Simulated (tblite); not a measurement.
# C5H6GeO2: the cost of one run

Programs: tblite 0.8.0 and PySCF 2.14.0, with density-fitted response routines of our own. Each step states its level of theory. These are calculated values for one molecule in the gas phase, unless marked as measured. Atoms count from 0, in the outputs and in this text.

## (1) The starting structure

14 atoms, charge 0, multiplicity 1; geometry from: force field or distance geometry start.

Bonds of the start (Å): C0–Ge1 1.94, Ge1–C2 1.91, C2–C3 1.19, C3–C4 1.44, C4–O5 1.25, C4–C6 1.46, C6–O7 1.25, C0–H8 1.11, C0–H9 1.12, C0–H10 1.11, Ge1–H11 1.56, Ge1–H12 1.53, C6–H13 1.09.

## (2) Geometry optimisation with GFN2-xTB

The job: settings as JSON, then the geometry in Å.

```
{"job": {"kind": "relax", "xc": "GFN2-xTB", "basis": "xTB"}, "charge": 0, "multiplicity": 1}
C     -2.346400    -0.860300    -1.365200
Ge    -1.853200     0.853000    -0.591300
C     -0.067700     0.729300     0.079000
C      1.050300     0.664100     0.484700
C      2.396300     0.561600     0.998400
O      2.918700     1.565100     1.538000
C      3.163100    -0.678700     0.862400
O      2.663100    -1.693300     0.324100
H     -1.659300    -1.104400    -2.196300
H     -3.397100    -0.794000    -1.746000
H     -2.299200    -1.652300    -0.592500
H     -2.815100     1.184700     0.586000
H     -1.932600     1.957600    -1.652600
H      4.178500    -0.732800     1.244200
```

On the command line:

```sh
$ OMP_NUM_THREADS=1 python probes_run.py task.json out
```

This one command runs all jobs of the session in turn.

Q: Estimate the wall time and peak memory of this first job on 1 thread of Intel Xeon at 2.50GHz, shared host.

About 1.4 s, with a peak of 0.18 GiB.
